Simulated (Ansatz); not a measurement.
# LaCuS2: the cost of one run

Program: Ansatz 0.2.0. Level of theory: reference: DFT, HSE06, plane waves, PAW. These are calculated values, not measurements.

1 further run of the same task is left out (for a known fault of the program). Runs told in other sessions of the task aren't counted.

**1. The structure to begin with**

Symmetry: P4/mmm, No. 123, tetragonal system. Conventional cell: a = 4.052 Å, b = 4.052 Å, c = 5.512 Å, α = 90.00°, β = 90.00°, γ = 90.00°. Cu (site symmetry 4/mmm) has 6 S at 2.76 to 2.87 Å in its first shell of neighbours. S (site symmetry 4/mmm) is surrounded by 2 Cu at 2.76 Å and 4 La at 2.87 Å. La (site symmetry 4/mmm) has 6 S at 2.76 to 2.87 Å in its first shell of neighbours. S (site symmetry 4/mmm) is surrounded by 2 La at 2.76 Å and 4 Cu at 2.87 Å.

Structure file:

```cif
data_structure
_symmetry_space_group_name_H-M 'P4/mmm'
_symmetry_Int_Tables_number 123
_cell_length_a 4.0520
_cell_length_b 4.0520
_cell_length_c 5.5122
_cell_angle_alpha 90.000
_cell_angle_beta 90.000
_cell_angle_gamma 90.000
_cell_volume 90.50
loop_
_atom_site_label
_atom_site_type_symbol
_atom_site_symmetry_multiplicity
_atom_site_Wyckoff_symbol
_atom_site_fract_x
_atom_site_fract_y
_atom_site_fract_z
_atom_site_occupancy
Cu1 Cu 1 a 0.00000 0.00000 0.00000 1
S1 S 1 b 0.00000 0.00000 0.50000 1
La1 La 1 d 0.50000 0.50000 0.50000 1
S2 S 1 c 0.50000 0.50000 0.00000 1
```

**2. Reference**

Input file input.yaml:

```yaml
crystal:
  lattice:
    - [4.0520135792, 0.0, 0.0]
    - [0.0, 4.0520135792, 0.0]
    - [0.0, 0.0, 5.5122015137]
  atoms:
    - { symbol: Cu, position: [0.0, 0.0, 0.0] }
    - { symbol: S, position: [0.0, 0.0, 0.5] }
    - { symbol: La, position: [0.5, 0.5, 0.5] }
    - { symbol: S, position: [0.5, 0.5, 0.0] }
kpoints:
  mp_grid: { grid: [4, 4, 2] }
hamiltonian:
  xc: hse06
scf:
  occupations: { method: fermi_dirac, width: 0.02 }
  n_extra_bands: 5
output:
  forces: true
  stress: true
  eigenvalues: true
```

Started as:

```
ansatz run input.yaml --threads 4 --pin off --max-ram 3686MiB --backend cpu --events-out ev --progress --plain --runs-dir out
```

Q: Estimate wall time and peak memory on 4 threads of Arm Neoverse N1, shared host.

About 34 s, with a peak of 1.2 GiB.
